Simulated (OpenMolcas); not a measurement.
**A OpenMolcas job on GeSiH6 (SMILES [SiH3][GeH3])**

Aim: the excited states of GeSiH6.

The calculation is run with OpenMolcas 26.06.

## (1) The molecule

GeSiH6 has 8 atoms, charge 0, and is taken as a singlet. As SMILES, `[SiH3][GeH3]`. The shape is that of a PBE0-D4/def2-TZVP optimisation.

Bond lengths: Si1–Ge2 2.378 Å, Si1–H3 1.487 Å, Si1–H4 1.487 Å, Si1–H5 1.487 Å, Ge2–H6 1.538 Å, Ge2–H7 1.538 Å, Ge2–H8 1.538 Å. Some angles: Si1–Ge2–H6 110.6°, Si1–Ge2–H7 110.6°, Si1–Ge2–H8 110.6°, Ge2–Si1–H3 110.1°, Ge2–Si1–H4 110.1°, Ge2–Si1–H5 110.1°, H6–Ge2–H7 108.3°, H6–Ge2–H8 108.3°, H7–Ge2–H8 108.3°, H3–Si1–H4 108.8°.

## (2) The job

Input file step15.inp:

```
>>> EXPORT MOLCAS_PRINT=2
&GATEWAY
Coord
8
angstrom
Si      -0.516700       0.386500      -1.010200
Ge       0.529700      -0.393800       0.977400
H       -1.894900       0.857200      -0.710900
H       -0.590800      -0.708400      -2.013300
H        0.260800       1.514500      -1.587400
H        0.619100       0.733600       2.019400
H        1.954300      -0.890500       0.679100
H       -0.269300      -1.556200       1.590100
Basis = ANO-S-VDZP
Group = NoSym
RICD
&SEWARD
&RASSCF
FileOrb = $CurrDir/step2.RasOrb
Spin = 1
Nactel = 6 0 0
Inactive = 23
Ras2 = 81
CIRoot = 5 5 1
OrbListing = Nothing
OrbAppear = Compact
&CASPT2
Multistate = all
```

Command:

```sh
$ export MOLCAS_MEM=1860
$ pymolcas step15.inp > step15.log
```

Output:

```text
--- Start Module: gateway ---

                                              &GATEWAY

                       available to each process: 1.9 GB of memory, 1 thread

++    Symmetry information:
      ---------------------

                    Character Table for C1

                             E
                    a        1  x, y, xy, Rz, z, xz, Ry, yz, Rx, I
--

++    Basis set information:
      ----------------------

      Basis set label: SI.ANO-S...4S3P1D.

      Electronic valence basis set:
      ------------------
      Associated Effective Charge  14.000000 au
      Associated Actual Charge     14.000000 au
      Nuclear Model: Point charge

      Shell  nPrim  nBasis  Cartesian Spherical Contaminant
         s      13       4        X
         p      10       3        X
         d       4       1                 X

      Basis set label: GE.ANO-S...5S4P2D.

      Electronic valence basis set:
      ------------------
      Associated Effective Charge  32.000000 au
      Associated Actual Charge     32.000000 au
      Nuclear Model: Point charge

      Shell  nPrim  nBasis  Cartesian Spherical Contaminant
         s      17       5        X
         p      15       4        X
         d       9       2                 X

      Basis set label: H.ANO-S...2S1P.

[... 96 lines left out ...]
                   Integrals are discarded if absolute value <: 1.00E-14
                   Integral cutoff threshold is set to       <: 1.00E-16

            Nuclear Potential Energy            172.84835415 au

      Basis set specifications :
      Symmetry species         a
      Basis functions           75

--- Stop Module: seward /rc=_RC_ALL_IS_WELL_ ---
--- Module seward spent 1 second ---

--- Start Module: rasscf ---

                                              &RASSCF

                       available to each process: 1.9 GB of memory, 1 thread

 ****************** ERROR *******************
 ###############################################################################
 ###    ERROR: Erroneous nr of orbitals.                                     ###
 ###############################################################################
 Inappropriate nr of orbitals. One or more of
 these orbital counts is wrong or too large.
  Negative values.
    All orbitals:  75
          Frozen:   0
        Inactive:  23
          Active:  81
           RAS-1:   0
           RAS-2:  81
           RAS-3:   0
       Secondary: -29
         Deleted:   0
 Basis functions:  75
  Have you used a too small basis set?
 ********************************************
--- Stop Module: rasscf /rc=_RC_INPUT_ERROR_ ---

.####################.
.# User input error #.
.####################.

    Timing: Wall=2.71 User=2.43 System=0.28
```

It took 2.9 s on 1 thread of Intel Xeon Platinum 8375C at 2.90GHz (Ice Lake), shared host; peak memory 0.14 GiB.

## (3) What went wrong

The program broke off before the end.

The telling line is `ERROR: Erroneous nr of orbitals.`. Cause: the active space holds more orbitals than the basis has.
